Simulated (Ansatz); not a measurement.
# C2H3AlO2: two geometries relaxed

Program: Ansatz 0.2.0. Level of theory: RKS PBE-D4/def2-SVP. These are calculated values, not measurements.

## (1) Starting point

Bond lengths: C1–C2 1.317 Å, C2–O3 1.489 Å, C2–Al4 1.708 Å, O3–Al4 1.678 Å, Al4–O5 1.905 Å, C1–H6 1.036 Å, C1–H7 1.132 Å, O5–H8 0.977 Å. Angles: C1–C2–O3 147.0°, C1–C2–Al4 150.0°, O3–C2–Al4 62.9°, C2–C1–H6 125.8°, C2–C1–H7 117.6°, H6–C1–H7 116.5°, C2–O3–Al4 64.9°, C2–Al4–O3 52.2°, C2–Al4–O5 156.0°, O3–Al4–O5 151.7°, Al4–O5–H8 102.9°.

Coordinates:

```xyz
8

C     1.4214    1.0404    0.4336
C     0.6988   -0.0517    0.2938
O     0.5679   -1.5077    0.5792
Al   -0.6514   -0.8575   -0.3735
O    -2.3019   -1.0010   -1.3141
H     2.2991    1.1209    0.9778
H     1.0228    1.9948   -0.0268
H    -2.9645   -0.7952   -0.6258
```

## (2) End point A

input.yaml

```yaml
crystal:
  periodic: [false, false, false]
  atoms:
    - { symbol: C, position_ang: [1.4214, 1.0404, 0.4336] }
    - { symbol: C, position_ang: [0.6988, -0.0517, 0.2938] }
    - { symbol: O, position_ang: [0.5679, -1.5077, 0.5792] }
    - { symbol: Al, position_ang: [-0.6514, -0.8575, -0.3735] }
    - { symbol: O, position_ang: [-2.3019, -1.001, -1.3141] }
    - { symbol: H, position_ang: [2.2991, 1.1209, 0.9778] }
    - { symbol: H, position_ang: [1.0228, 1.9948, -0.0268] }
    - { symbol: H, position_ang: [-2.9645, -0.7952, -0.6258] }
basis:
  gaussian: { orbitals: def2-SVP }
hamiltonian:
  xc: pbe
  dispersion: d4
relax:
  f_tol: 0.015
  max_steps: 40
```

On the command line:

```
$ ansatz run input.yaml --threads 1 --pin off --max-ram 2048MiB --backend cpu --events-out ev --progress --plain --runs-dir out
```

**Question.** How long does this run take on 1 thread of Intel Xeon at 2.50GHz (Skylake/Cascade Lake), shared host, and how much memory does it need?

About 93 s, with a peak of 0.13 GiB.
